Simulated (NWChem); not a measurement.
# A workflow on the pair GeF2···GeHF

Aim: the energy (singlet Ge2HF3, r2SCAN/pcseg-1), then the energy (singlet GeF2, r2SCAN/pcseg-1), then the energy (singlet GeHF, r2SCAN/pcseg-1), then a single-point energy (singlet GeF2, r2SCAN/pcseg-1), then the energy (singlet GeHF, r2SCAN/pcseg-1) of F3Ge2H and its partners. 

Program for the calculation: NWChem 7.3.0.

**1. The molecule**

The species is Ge2HF3 (6 atoms), meant as a singlet with charge 0. The two molecules were placed rigidly side by side, at 0.9 times their contact distance; the pair isn't optimised.

Bond lengths: F1–Ge2 1.745 Å, Ge2–F3 1.745 Å, F4–Ge5 1.757 Å, Ge5–H6 1.609 Å. Angles: F1–Ge2–F3 97.2°, F4–Ge5–H6 94.2°. A long bond or contact: Ge2–Ge5 3.807 Å.

**2. A single-point energy at r2SCAN/pcseg-1 (run 1)**

struct.nw

```
echo
START struct
memory total 2200 mb

GEOMETRY units angstroms noautosym nocenter noautoz
   F    -0.672300   -1.080170   -0.493100
   Ge    0.641100   -0.273570    0.324600
   F     0.031200    1.353730    0.168500
   F     2.476160    1.719040    3.899600
   Ge    2.711580    2.275190    2.250110
   H     4.091470    3.035930    2.578160
END

BASIS spherical bse
   * library pcseg-1
END

DFT
   xc r2scan
   grid fine
   convergence energy 1e-08
   iterations 100
   mulliken
   print low
END

TASK dft
```

On the command line:

```console
$ nwchem struct.nw > struct.out
```

Standard output:

```text
[...]
 d= 0,ls=0.0,diis     1  -4453.3333749786 -5.01D+03  2.64D-02  1.52D+00     2.9
[...]
 d= 0,ls=0.0,diis    11  -4453.5153030790 -4.02D-10  2.20D-07  1.81D-09    21.5
         Total DFT energy =    -4453.515303079006
      One electron energy =    -7323.284539826389
           Coulomb energy =     2500.342463593117
    Exchange-Corr. energy =     -189.684386233364
 Nuclear repulsion energy =      559.111159387630
[...]
      Total Density - Mulliken Population Analysis
     ---------------------------------------------
    Atom       Charge   Shell Charges
 -----------   ------   -------------------------------------------------------
    1 F    9     9.45   2.00  0.95  1.00  3.40  2.10  0.01
    2 Ge  32    31.09   2.00  2.00  2.00  1.24  0.61  6.00  5.97  0.73  0.36  9.99  0.19
    3 F    9     9.46   2.00  0.95  1.01  3.40  2.10  0.01
    4 F    9     9.46   2.00  0.95  1.01  3.40  2.10  0.01
    5 Ge  32    31.48   2.00  2.00  2.00  1.24  0.61  6.00  5.98  0.87  0.65  9.99  0.15
    6 H    1     1.06   0.75  0.31  0.01
[...]
```

It took 22 s on 1 thread of AMD EPYC 9R14 (Zen 4), shared host; peak memory 0.12 GiB.

**3. GeF2: the energy at r2SCAN/pcseg-1 (run 2)**

sp.nw

```
start sp
title "F2Ge"
memory total 2200 mb
charge 0

geometry noautosym nocenter noautoz
 F     -0.672300    -1.080170    -0.493100
 Ge     0.641100    -0.273570     0.324600
 F      0.031200     1.353730     0.168500
end

basis spherical bse
 * library pcseg-1
end

dft
 xc r2scan
 grid fine
 convergence energy 1e-08
 iterations 100
 mulliken
 print low
end

task dft energy
```

On the command line:

```console
$ nwchem sp.nw > sp.out
```

Standard output:

```text
[...]
 d= 0,ls=0.0,diis     1  -2276.2734437499 -2.47D+03  3.56D-02  9.65D-01     1.2
[...]
 d= 0,ls=0.0,diis     9  -2276.3863796766 -2.77D-11  5.63D-08  1.67D-11     6.7
         Total DFT energy =    -2276.386379676615
      One electron energy =    -3553.877321705509
           Coulomb energy =     1186.319887447176
    Exchange-Corr. energy =      -99.891676860867
 Nuclear repulsion energy =      191.062731442584
[...]
      Total Density - Mulliken Population Analysis
     ---------------------------------------------
    Atom       Charge   Shell Charges
 -----------   ------   -------------------------------------------------------
    1 F    9     9.45   2.00  0.95  1.00  3.40  2.10  0.01
    2 Ge  32    31.09   2.00  2.00  2.00  1.25  0.60  6.00  5.97  0.73  0.35  9.99  0.19
    3 F    9     9.45   2.00  0.95  1.00  3.40  2.10  0.01
[...]
```

Run time: 7.5 s. Hardware: 1 thread of AMD EPYC 9R14 (Zen 4), shared host; peak memory 0.11 GiB.

**4. GeHF: a single-point energy at r2SCAN/pcseg-1 (run 3)**

fgeh.nw

```
start fgeh
title "FGeH"
memory total 2200 mb
charge 0

geometry noautosym nocenter noautoz
  F        2.476160       1.719040       3.899600
  Ge       2.711580       2.275190       2.250110
  H        4.091470       3.035930       2.578160
end

basis spherical bse
  * library pcseg-1
end

dft
  xc r2scan
  grid fine
  convergence energy 1e-08
  maxiter 100
  mulliken
  print low
end

task dft energy
```

On the command line:

```console
$ nwchem fgeh.nw > fgeh.out
```

Standard output:

```text
[...]
 d= 0,ls=0.0,diis     1  -2177.0609105964 -2.28D+03  3.81D-02  5.45D-01     1.2
[...]
 d= 0,ls=0.0,diis    10  -2177.1286415336 -1.03D-09  3.62D-07  1.01D-10     6.7
         Total DFT energy =    -2177.128641533597
      One electron energy =    -3231.978341644810
           Coulomb energy =     1045.423997722397
    Exchange-Corr. energy =      -89.787102719264
 Nuclear repulsion energy =       99.212805108081
[...]
      Total Density - Mulliken Population Analysis
     ---------------------------------------------
    Atom       Charge   Shell Charges
 -----------   ------   -------------------------------------------------------
    1 F    9     9.46   2.00  0.95  1.01  3.40  2.10  0.01
    2 Ge  32    31.47   2.00  2.00  2.00  1.24  0.62  6.00  5.98  0.87  0.64  9.99  0.14
    3 H    1     1.07   0.75  0.31  0.01
[...]
```

Run time: 7.5 s. Hardware: 1 thread of AMD EPYC 9R14 (Zen 4), shared host; peak memory 0.11 GiB.

**5. GeF2 among ghost functions: the energy at r2SCAN/pcseg-1 (with ghost functions) (run 4)**

f2ge.nw

```
start f2ge
memory stack 880 mb heap 220 mb global 1100 mb
geometry noautosym nocenter noautoz
  F    -0.672300   -1.080170   -0.493100
  Ge    0.641100   -0.273570    0.324600
  F     0.031200    1.353730    0.168500
  bqF      2.476160     1.719040     3.899600
  bqGe     2.711580     2.275190     2.250110
  bqH      4.091470     3.035930     2.578160
end
basis spherical bse
  F library pcseg-1
  Ge library pcseg-1
  bqF library F pcseg-1
  bqGe library Ge pcseg-1
  bqH library H pcseg-1
end
dft
  xc r2scan
  mult 1
  grid fine
  convergence energy 1e-08
  maxiter 100
  mulliken
  print low
end
task dft energy
```

On the command line:

```console
$ nwchem f2ge.nw > f2ge.out
```

Standard output:

```text
[...]
 d= 0,ls=0.0,diis     1  -2276.2740271890 -2.47D+03  1.93D-02  9.66D-01     2.6
[...]
 d= 0,ls=0.0,diis     7  -2276.3870032168  1.97D-09  2.17D-06  2.18D-07    13.2
         Total DFT energy =    -2276.387003216777
      One electron energy =    -3553.855020276319
           Coulomb energy =     1186.295418909773
    Exchange-Corr. energy =      -99.890133292815
 Nuclear repulsion energy =      191.062731442584
[...]
      Total Density - Mulliken Population Analysis
     ---------------------------------------------
    Atom       Charge   Shell Charges
 -----------   ------   -------------------------------------------------------
    1 F    9     9.45   2.00  0.95  1.00  3.40  2.10  0.01
    2 Ge  32    31.09   2.00  2.00  2.00  1.25  0.61  6.00  5.97  0.73  0.35  9.99  0.19
    3 F    9     9.46   2.00  0.95  1.01  3.40  2.10  0.01
    4 X    0     0.00  -0.00 -0.00  0.00 -0.00  0.00 -0.00
    5 X    0     0.00  -0.00 -0.00  0.00 -0.00  0.00 -0.00  0.00 -0.00  0.00 -0.00  0.00
    6 X    0    -0.00  -0.00 -0.00 -0.00
[...]
```

Run time: 14 s. Hardware: 1 thread of AMD EPYC 9R14 (Zen 4), shared host; peak memory 0.12 GiB.

**6. GeHF among ghost functions: the energy at r2SCAN/pcseg-1 (with ghost functions) (run 5)**

struct.nw

```
start struct
title "FGeH r2SCAN"
memory total 2200 mb

geometry units atomic noautosym nocenter noautoz
 F   4.67926424  3.24851480  7.36917600
 Ge  5.12414357  4.29948598  4.25209165
 H   7.73175775  5.73707623  4.87201631
 bqF     -1.270463    -2.041225    -0.931824
 bqGe     1.211503    -0.516972     0.613405
 bqF      0.058959     2.558179     0.318419
end

basis "ao basis" spherical bse
 F library pcseg-1
 Ge library pcseg-1
 H library pcseg-1
 bqF library F pcseg-1
 bqGe library Ge pcseg-1
end

dft
 xc r2scan
 grid fine
 convergence energy 1e-08
 iterations 100
 mulliken
 print low
end

task dft energy
```

On the command line:

```console
$ nwchem struct.nw > struct.out
```

Standard output:

```text
[...]
 d= 0,ls=0.0,diis     1  -2177.0609915830 -2.28D+03  1.75D-02  5.47D-01     2.5
[...]
 d= 0,ls=0.0,diis    10  -2177.1288830581 -1.10D-09  1.86D-07  1.15D-10    17.9
         Total DFT energy =    -2177.128883058057
      One electron energy =    -3231.980284128944
           Coulomb energy =     1045.425455792837
    Exchange-Corr. energy =      -89.786852593704
 Nuclear repulsion energy =       99.212797871755
[...]
      Total Density - Mulliken Population Analysis
     ---------------------------------------------
    Atom       Charge   Shell Charges
 -----------   ------   -------------------------------------------------------
    1 F    9     9.46   2.00  0.95  1.01  3.40  2.10  0.01
    2 Ge  32    31.48   2.00  2.00  2.00  1.24  0.62  6.00  5.98  0.87  0.65  9.99  0.14
    3 H    1     1.07   0.75  0.31  0.01
    4 X    0     0.00  -0.00 -0.00  0.00 -0.00  0.00 -0.00
    5 X    0    -0.00  -0.00 -0.00  0.00  0.00  0.00 -0.00  0.00 -0.00 -0.00  0.00 -0.00
    6 X    0    -0.00   0.00  0.00 -0.00  0.00 -0.00 -0.00
[...]
```

Wall time 19 s (1 thread of AMD EPYC 9R14 (Zen 4), shared host); peak memory 0.12 GiB.

**7. Summary of results**

| quantity | value |
| --- | --- |
| run 1, r2SCAN/pcseg-1: total energy | -4453.51530 Eh |
| GeF2: total energy | -2276.38638 Eh |
| GeHF: total energy | -2177.12864 Eh |
| GeF2 among ghost functions: total energy | -2276.38700 Eh |
| GeHF among ghost functions: total energy | -2177.12888 Eh |
| interaction energy of the rigid parts GeF2 and GeHF (parts in their own basis; closest atoms 3.52 Å apart) | -0.008 eV |
| interaction energy of the rigid parts GeF2 and GeHF (parts in the whole basis, counterpoise; closest atoms 3.52 Å apart) | 0.016 eV |

What this shows: The interaction energy of the rigid parts GeF2 and GeHF (parts in their own basis; closest atoms 3.52 Å apart) is −0.01 eV (−0.7 kJ/mol). Without counterpoise this holds the superposition error of the basis. The interaction energy of the rigid parts GeF2 and GeHF (parts in the whole basis, counterpoise; closest atoms 3.52 Å apart) is 0.02 eV (1.5 kJ/mol). The basis-set superposition error is 2.3 kJ/mol. It is larger than the uncorrected attraction, which is thus an artefact of the basis. Mulliken charges (GeF2) run from -0.45 on F1 to +0.91 on Ge2; they depend strongly on the basis.
